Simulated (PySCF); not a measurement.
# C3H6BFSe: the cost of one run

Computed with PySCF 2.14.0, with density-fitted response routines of our own, on a single molecule in the gas phase. Atoms are numbered from 0 throughout.

## Step 1: The molecule as given

12 atoms, charge 0, multiplicity 1; geometry from: GFN2-xTB. The atoms were then displaced at random by about 0.01 Å, so the start is not that level's minimum.

Bonds of the start (Å): F0–B1 1.30, B1–C2 1.57, C2–C3 1.49, C3–C4 1.54, C4–Se5 1.98, Se5–C2 2.03, B1–H6 1.18, C2–H7 1.09, C3–H8 1.11, C3–H9 1.12, C4–H10 1.09, C4–H11 1.08.

## Step 2: Geometry optimisation at PBE0-D3(BJ)/def2-SVP

Job settings and geometry (Å):

```
{"job": {"xc": "PBE0", "basis": "def2-SVP", "d3": "d3bj", "grid": 1, "shake": 0.01, "kind": "geom"}, "charge": 0, "multiplicity": 1}
F      1.553190     1.510450     0.300360
B      1.710030     0.344530    -0.262750
C      0.597480    -0.747080    -0.103120
C     -0.580950    -0.436060     0.757150
C     -1.360630     0.476870    -0.213880
Se    -0.324850    -0.112070    -1.794810
H      2.693600     0.192370    -0.903750
H      0.911180    -1.788600    -0.168410
H     -0.370310     0.037510     1.733290
H     -1.192830    -1.345710     0.966470
H     -1.176690     1.538120    -0.019330
H     -2.419540     0.301390    -0.300230
```

The run is started by

```sh
OMP_NUM_THREADS=1 python probes_run.py task.json out
```

This one command runs all jobs of the session in turn.

Q: Estimate the wall time and peak memory of this first job on 1 thread of Arm Neoverse V1, shared host.

About 76 s, with a peak of 0.52 GiB.
